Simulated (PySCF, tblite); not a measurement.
**C₄H₉PSi: geometry, infrared bands and NMR shifts**

Aim: predict the infrared bands and NMR shifts of C₄H₉PSi (`CCC#C[SiH2]P`).

Computed with tblite 0.8.0 and PySCF 2.14.0, with density-fitted response routines of our own, on a single molecule in the gas phase. Atoms count from 0, in the outputs and in this text.

## (1) The molecule as given

15 atoms, charge 0, multiplicity 1; geometry from: force field or distance geometry start.

Bonds of the start (Å): C0–C1 1.52, C1–C2 1.46, C2–C3 1.21, C3–Si4 1.87, Si4–P5 2.21, C0–H6 1.09, C0–H7 1.09, C0–H8 1.10, C1–H9 1.10, C1–H10 1.09, Si4–H11 1.48, Si4–H12 1.48, P5–H13 1.42, P5–H14 1.42.

## (2) Optimising the geometry with GFN2-xTB

The job: settings as JSON, then the geometry in Å.

```
{"job": {"kind": "relax", "xc": "GFN2-xTB", "basis": "xTB"}, "charge": 0, "multiplicity": 1}
C      2.302500     1.166700     0.328300
C      1.889300     0.192000    -0.768600
C      0.526200    -0.291100    -0.563900
C     -0.610000    -0.668200    -0.419000
Si    -2.362600    -1.271800    -0.146000
P     -3.139500    -0.269000     1.669100
H      2.237900     0.709800     1.316700
H      3.327300     1.518300     0.176700
H      1.642400     2.043500     0.332100
H      2.579800    -0.664900    -0.747800
H      1.983800     0.669100    -1.739300
H     -2.408700    -2.741300     0.059800
H     -3.233000    -0.898000    -1.289600
H     -2.719000     1.040100     1.329200
H     -2.020800    -0.527200     2.498100
```

Started as:

```console
$ OMP_NUM_THREADS=1 python probes_run.py task.json out
```

The driver reads the jobs from task.json and runs them one after another.

**Question.** This job is followed by: GFN2-xTB harmonic vibrations, gas phase; GIAO PBE0/pcSseg-1 NMR shielding, non-relativistic, gas phase. What will the session give for the following? strongest single infrared mode (GFN2-xTB); zero-point energy (GFN2-xTB); ¹³C shifts against TMS (PBE0/pcSseg-1); ¹H shifts against TMS (PBE0/pcSseg-1, means over atoms taken as alike); ²⁹Si shifts against TMS (PBE0/pcSseg-1); ³¹P shifts against H3PO4 (PBE0/pcSseg-1); surface potential, 1st and 99th percentile.

As calculated:

```
                                                              quantity                        value
                             strongest single infrared mode (GFN2-xTB)        2304 cm⁻¹, 396 km/mol
                                          zero-point energy (GFN2-xTB)                68.0 kcal/mol
                                ¹³C shifts against TMS (PBE0/pcSseg-1)  122.2, 83.5, 16.8, 16.3 ppm
¹H shifts against TMS (PBE0/pcSseg-1, means over atoms taken as alike)   4.55, 2.41, 1.32, 1.23 ppm
                               ²⁹Si shifts against TMS (PBE0/pcSseg-1)                    -76.0 ppm
                              ³¹P shifts against H3PO4 (PBE0/pcSseg-1)                   -278.0 ppm
                                 surface potential, 1st and 99th percentile           -0.98 V and 0.90 V
```

In words: The optimisation took 31 steps and gained 0.077 eV; among the close pairs (by a distance rule), P5–H13 changed most, from 1.416 to 1.382 Å. The lowest mode is slightly imaginary (8i cm⁻¹), a soft motion within the noise of the Hessian, so the minimum is not strictly shown. The strongest single mode, at 2304 cm⁻¹, is carried by C2, C3, H14, H13. Unscaled tight-binding wavenumbers are off by several per cent, some by more. Its intensities can rank the bands wrongly. At PBE0/pcSseg-1: The largest span, 290 ppm, is at C2, where the paramagnetic term is -208 ppm.
